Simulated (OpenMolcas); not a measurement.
**Nb³⁺ among point charges: CASSCF and CASPT2 levels and susceptibility**

Aim: the splitting of the states of Nb³⁺ in the field of 8 point charges, its lowest levels with spin-orbit coupling and its magnetic susceptibility.

The numbers are computed with OpenMolcas 26.06 (state-averaged CASSCF and CASPT2, spin-orbit coupling by RASSI with atomic mean-field integrals), except any that are marked as measured or tabulated.

### Step 1. Starting point

```
Species                           : Nb³⁺ (niobium, Z = 41, 38 electrons)
Basis                             : ANO-RCC-VDZP [6s5p3d1f], 43 functions
Scalar Hamiltonian                : DKH2, point nucleus
Inactive shells                   : 1s 2s 2p 3s 3p 3d 4s 4p
Active space                      : 2 electrons in 5 orbitals (4d)
Some configurations of this space : 4d²
Orbitals                          : optimised for each spin and parity, averaged over all roots
```

Outer shells as boxes (Hund's rule):

4d2
```
4d [↑ ][↑ ][  ][  ][  ]
```

The ion sits among 8 point charges of -1.2 e arranged as a cube (Oh), 2.05 Å from the ion.

Each step is its own input file, run in one work folder so that later steps find the files of earlier ones. Labels, J, g values, rates, χT and fits are worked out afterwards by a script from the matrices that RASSI stores. The input lists half of the charges; inversion (Group=XYZ) makes the rest.

### Step 2. One- and two-electron integrals

a.inp reads:

```
&GATEWAY
Coord
1

Nb 0.0 0.0 0.0
Basis=ANO-RCC-VDZP
Group=XYZ
NoMove
AngMom=0.0 0.0 0.0
AMFI
XField
4 Angstrom 0
1.183568 1.183568 1.183568 -1.200000
1.183568 1.183568 -1.183568 -1.200000
1.183568 -1.183568 1.183568 -1.200000
1.183568 -1.183568 -1.183568 -1.200000
&SEWARD
```

On the command line:

```sh
> OMP_NUM_THREADS=1 MOLCAS_MEM=1689 MOLCAS_PROJECT=a pymolcas a.inp > a.log
```

### Step 3. Reference wave functions, triplets of even parity, 10 roots

a.inp reads:

```
&RASSCF
FileOrb=start.orb
Symmetry=1
Spin=3
nActEl=2 0 0
Inactive=9 9
Ras2=5 0
CIRoot=10 10 1
SDav=10
CIMx=300
Iter=120 100
PrWF=0.3
OrbListing=Nothing
MaxOrb=0
>>> COPY $Project.JobIph JOB001
```

start.orb holds the contracted functions of the basis, ordered by shell, or the orbitals of the step before.

### Step 4. CASSCF: singlets of even parity, 15 roots

a.inp reads:

```
&RASSCF
FileOrb=start.orb
Symmetry=1
Spin=1
nActEl=2 0 0
Inactive=9 9
Ras2=5 0
CIRoot=15 15 1
SDav=15
CIMx=300
Iter=120 100
PrWF=0.3
OrbListing=Nothing
MaxOrb=0
>>> COPY $Project.JobIph JOB002
```

### Step 5. RASSI: spin-orbit coupling between the states

a.inp reads:

```
&RASSI
NrOfJobIphs=2 10 15
1 2 3 4 5 6 7 8 9 10
1 2 3 4 5 6 7 8 9 10 11 12 13 14 15
IphNames
JOB001
JOB002
EJob
SpinOrbit
DIPRint=1.0
SOCoupling=1000.0
Subsets=2
Property=9
'ANGMOM' 1 'ANGMOM' 2 'ANGMOM' 3 'MLTPL  1' 1 'MLTPL  1' 2 'MLTPL  1' 3
'AMFI' 1 'AMFI' 2 'AMFI' 3
SOProperty=3
'ANGMOM' 1 'ANGMOM' 2 'ANGMOM' 3
```

### Step 6. CASPT2: IPEA 0.25, imaginary shift 0.1 (closed shells correlated: 4s 4p)

a.inp reads:

```
>>> COPY JOB001 $Project.JobIph
&CASPT2
Multistate=10 1 2 3 4 5 6 7 8 9 10
NoMult
Frozen=8 6
IPEA=0.25
Imaginary=0.1
MaxIter=60
WThr=0.0 0.3 0.05
PrWF=0.5
NoMix
>>> COPY JOB002 $Project.JobIph
&CASPT2
Multistate=15 1 2 3 4 5 6 7 8 9 10 11 12 13 14 15
NoMult
Frozen=8 6
IPEA=0.25
Imaginary=0.1
MaxIter=60
WThr=0.0 0.3 0.05
PrWF=0.5
NoMix
```

(Steps that only read results are left out.)

**Question.** What will these runs give? Wanted: spin-free ground state; first state of the same spin within the active space; lowest level; next level.

As calculated:

| quantity | value |
| --- | --- |
| method | SS-CASPT2, IPEA 0.25, imaginary shift 0.1 (closed shells correlated: 4s 4p) |
| spin-free ground state | 3A2, 1-fold in its orbital part |
| first state of the same spin within the active space | 3T2 at 9390 cm⁻¹ |
| lowest level | 3-fold T2 |
| next level | 8133.2 cm⁻¹ |
| χT at 300 K | 0.81 cm³ K/mol |
| effective moment at 300 K | 2.55 μB |

Cost by method:

| method | time of its own steps | time with the reference |
| --- | --- | --- |
| A. CASSCF | 5.3 s | 5.3 s |
| B. SS-CASPT2, IPEA 0.25, imaginary shift 0.1, +4s 4p | 2 s | 7.2 s |

Times are of one thread on a shared host.

The spin-free ground state (3A2) comes to 100 % from free-ion F terms and keeps the highest spin of the shell. χT at 300 K is 0.81, against 1.00 cm³ K/mol for the spin alone, so spin-orbit coupling lowers it. CASPT2 does not keep the components of a term degenerate, and the means are used. The field of point charges can differ much from that of real complexes. Point charges carry no covalency, so the field is a model and not that of real ligands.
